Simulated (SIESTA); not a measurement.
HPbNO4:

```xyz
7
Lattice="4.2753 -0.0004 0.0064 -2.0840 5.2077 -0.0491 -2.1238 -1.8657 4.9149" Properties=species:S:1:pos:R:3 pbc="T T T"
H     2.2338   -1.5247    4.4769
Pb    0.1373    4.0030    0.6652
N    -2.0197    1.5311    2.4473
O     2.2736    4.7756    0.1022
O    -1.9905    2.6889    2.9560
O     2.2225    1.4102    1.1945
O    -2.0163    0.5081    3.1892
```

The cell was built by a generator and needn't be a form met in nature.

- Program: SIESTA 5.4.2
- Task: relaxation of cell and atoms
- Functional: PBEsol
- Potentials or basis: PseudoDojo 0.4 standard (PBEsol files)
- Basis: DZP (energy shift 0.003 Ry; two zetas on semicore shells)
- Grid cutoff: 800 Ry
- Energy shift: 0.003 Ry
- k mesh: 6 × 4 × 4
- Occupations: fermi-dirac, width 0.05 eV
- Spin: no spin polarisation

At the start: pressure 0.3 GPa; volume 15.59 Å³/atom.

**Question.** How do energy, volume and symmetry change on relaxing?

**Answer.** Over 20 steps the energy falls by 15.8 meV/atom and the volume is 13.91 Å³/atom (-10.8 %); space group Cm (No. 8, to 0.05 Å).

The path:
```csv
step,energy change (eV),largest force (eV/Å),pressure (GPa),volume (Å³)
1,0.0000,0.9678,0.35,109.13
2,-0.0118,0.9980,-2.38,109.19
3,-0.0269,0.2045,-1.49,108.95
4,-0.0296,0.1537,-1.43,108.76
5,-0.0370,0.1013,-1.31,108.11
6,-0.0432,0.0979,-1.25,107.54
7,-0.0745,0.1839,-0.97,103.99
8,-0.0909,0.1259,-0.30,101.19
9,-0.0922,0.1093,-0.32,101.05
10,-0.0964,0.0731,-0.28,100.32
11,-0.1005,0.0594,-0.25,99.61
12,-0.1027,0.0601,-0.24,99.26
13,-0.1087,0.0463,0.01,97.73
14,-0.1095,0.0214,0.00,97.57
15,-0.1096,0.0130,0.03,97.46
16,-0.1097,0.0134,0.04,97.45
17,-0.1098,0.0088,0.04,97.42
18,-0.1100,0.0096,0.02,97.43
19,-0.1103,0.0120,0.00,97.45
20,-0.1105,0.0114,0.00,97.38
```

Final structure:
```
H Pb N O
1.0
     4.20540   -0.01055   -0.00376
    -2.06224    4.94620   -0.01040
    -2.09590   -1.73535    4.69259
H Pb N O
1 1 1 4
Direct
  0.99030 0.03716 0.90669
  0.50360 0.80298 0.16211
  0.00868 0.47903 0.49767
  0.99720 0.92190 0.03277
  0.20233 0.75423 0.60852
  0.80962 0.35928 0.22611
  0.01362 0.32470 0.65643
```

Caveat: the basis of atomic orbitals isn't converged, which shifts pressures, moduli and gaps.
